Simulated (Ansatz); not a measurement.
# SiTa: the cost of one run

Computed with Ansatz 0.2.0, Gaussian basis. Level: def2-SVP, all electrons in the functionals, frozen cores in the correlation of double hybrids and RPA.

The runs, in order: wB97M-V, B2PLYP, RPA-PBE, at charge 0, quartet; charge 0, doublet; charge 0, sextet; charge 1, triplet; charge 1, quintet.

25 further runs of the same task are left out: 10 for a known fault of the program, 8 that didn't finish, 7 set aside as unsound or not needed. Runs told in other sessions of the task aren't counted.

## Step 1: The system

The geometry is a PBE0/def2-TZVP stationary point (not a proven minimum). No spin-orbit coupling is included. Elements past krypton take def2 core potentials.

2 atoms, charge 0, spin multiplicity 4.

Atoms are counted from 1 here; the program's logs count them from 0.

Bond lengths: Ta1–Si2 2.341 Å.

No dispersion term is added; wB97M-V holds VV10 nonlocal correlation.

The geometry shown and the zero of energy belong to the point charge 0, quartet. The yardstick, UCCSD(T), and other wave-function levels (R restricted, U unrestricted, valence and pair active spaces) come from earlier runs.

## Step 2: wB97M-V, charge 0, quartet

in.yaml reads:

```yaml
crystal:
  periodic: [false, false, false]
  atoms:
    - {symbol: Ta, position_ang: [0.000000, 0.000000, 0.000000]}
    - {symbol: Si, position_ang: [0.000000, 0.000000, 2.341200]}
basis:
  gaussian: {orbitals: def2-SVP}
magnetization: {spin_polarized: true, initial_magnetization: 3}
hamiltonian: {xc: {name: wB97M-V}}
output: {forces: true, orbitals: {seedname: orbitals}}
```

Run with:

```sh
ansatz run in.yaml --threads 1 --pin off --events-out ev --progress --plain --max-ram 2393MiB
```

Q: Estimate wall time and peak memory on 1 thread of Arm Neoverse V1, shared host.

About 48 s, with a peak of 0.28 GiB.
